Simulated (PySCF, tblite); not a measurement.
**C₃H₁₁B₃O: geometry, infrared bands and NMR shifts**

Aim: predict the infrared bands and NMR shifts of C₃H₁₁B₃O (`BOCBB(C)C`).

The runs use tblite 0.8.0 and PySCF 2.14.0, with density-fitted response routines of our own; the level of theory stands in each step. All values are computed, except where a source is named. Atoms are numbered from 0 throughout.

## Step 1: The starting structure

18 atoms, charge 0, multiplicity 1; geometry from: force field or distance geometry start.

Bonds of the start (Å): B0–O1 1.48, O1–C2 1.42, C2–B3 1.60, B3–B4 1.66, B4–C5 1.60, B4–C6 1.60, B0–H7 1.19, B0–H8 1.18, C2–H9 1.11, C2–H10 1.11, B3–H11 1.20, C5–H12 1.12, C5–H13 1.10, C5–H14 1.10, C6–H15 1.11, C6–H16 1.12, C6–H17 1.10.

## Step 2: Relaxing the molecule with GFN2-xTB

What the job is given:

```
{"job": {"kind": "relax", "xc": "GFN2-xTB", "basis": "xTB"}, "charge": 0, "multiplicity": 1}
B      3.225300     0.501400    -0.806600
O      1.873800    -0.102600    -0.863900
C      1.495000    -0.436100     0.462000
B      0.023000    -1.051300     0.410100
B     -1.297900    -0.163600    -0.055100
C     -2.741900    -0.841300    -0.055200
C     -1.115900     1.359600    -0.516300
H      3.334000     1.680300    -0.694000
H      4.185400    -0.175900    -0.900000
H      2.160300    -1.198700     0.907300
H      1.444400     0.467700     1.112300
H     -0.144100    -2.175600     0.779900
H     -2.986700    -1.173400     0.987000
H     -3.506500    -0.122400    -0.394600
H     -2.740300    -1.709300    -0.729900
H     -2.099100     1.804600    -0.767000
H     -0.668600     1.942900     0.322200
H     -0.448700     1.400000    -1.396200
```

Launch:

```console
> OMP_NUM_THREADS=1 python probes_run.py task.json out
```

This one command runs all jobs of the session in turn.

**Question.** This job is followed by: GFN2-xTB harmonic vibrations, gas phase; GIAO PBE0/pcSseg-1 NMR shielding, non-relativistic, gas phase. Predict these results of the whole session: strongest single infrared mode (GFN2-xTB); zero-point energy (GFN2-xTB); ¹³C shifts against TMS (PBE0/pcSseg-1, means over atoms taken as alike); ¹H shifts against TMS (PBE0/pcSseg-1, means over atoms taken as alike); ¹¹B shifts against BF3·OEt2 (PBE0/pcSseg-1); ¹⁷O shifts against H2O (PBE0/pcSseg-1); surface potential, 1st and 99th percentile.

**Answer**, as computed:

```
                                                               quantity                       value
                              strongest single infrared mode (GFN2-xTB)       1373 cm⁻¹, 190 km/mol
                                           zero-point energy (GFN2-xTB)               87.8 kcal/mol
¹³C shifts against TMS (PBE0/pcSseg-1, means over atoms taken as alike)              85.1, 15.9 ppm
 ¹H shifts against TMS (PBE0/pcSseg-1, means over atoms taken as alike)  9.40, 5.19, 5.05, 1.12 ppm
                            ¹¹B shifts against BF3·OEt2 (PBE0/pcSseg-1)      103.7, 103.4, 44.3 ppm
                                 ¹⁷O shifts against H2O (PBE0/pcSseg-1)                   235.6 ppm
                                  surface potential, 1st and 99th percentile          -1.09 V and 1.28 V
```

In words: Over 175 steps the energy fell by 1.834 eV; of the close pairs, B0–O1 changed most, 1.481 to 1.316 Å. The lowest mode is imaginary (30i cm⁻¹), so the xTB geometry is not a minimum. Unscaled tight-binding wavenumbers are off by several per cent, some by more. Its intensities can rank the bands wrongly. At PBE0/pcSseg-1: The largest span, 459 ppm, is at O1, where the paramagnetic term is -297 ppm. By nearest atom (PBE0/pcSseg-1), the HOMO sits on B3, B4 about 25 % each; C2, C5 about 7 % each and the LUMO on B3 51 %; H11 13 %.
